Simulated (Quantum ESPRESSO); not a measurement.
The system is Si.

```
CELL_PARAMETERS angstrom
0.00000 2.71550 2.72908
2.71550 0.00000 2.72908
2.71550 2.71550 0.00000
ATOMIC_POSITIONS crystal
Si 0.00000 0.00000 0.00000
Si 0.25000 0.25000 0.25000
```

```yaml
Program: Quantum ESPRESSO 7.5
Task: phonons
Functional: PBE
Potentials_or_basis: PseudoDojo 0.4.1 SR PBE standard
Cutoff: 490 eV
Density_cutoff: 1959 eV
k_mesh: 10 × 10 × 10, shifted
Occupations: fermi-dirac, width 0.01 eV
Spin: no spin polarisation
Mixing_beta: 0.5
Most_SCF_iterations: 120
SCF_threshold: 4e-10 Ry
```

The first run showed a gap, so the response started from a second, tighter run with fixed occupations.

Q: Where do the zone-centre optical modes lie?

A: Eg at 511 cm⁻¹ (Raman); B2g at 512 cm⁻¹ (Raman).

Optical modes at Γ, degenerate ones joined, polar ones without the macroscopic field:
```
cm⁻¹  components  symmetry  active in  IR intensity, summed ((D/Å)²/amu)
 511           2        Eg      Raman                               0.00
 512           1       B2g      Raman                               0.00
```

Born effective charge tensors (e):
atom 1, Si
```
0.00 0.00 0.00
0.00 0.00 0.00
0.00 0.00 0.00
```
atom 2, Si
```
0.00 0.00 0.00
0.00 0.00 0.00
0.00 0.00 0.00
```
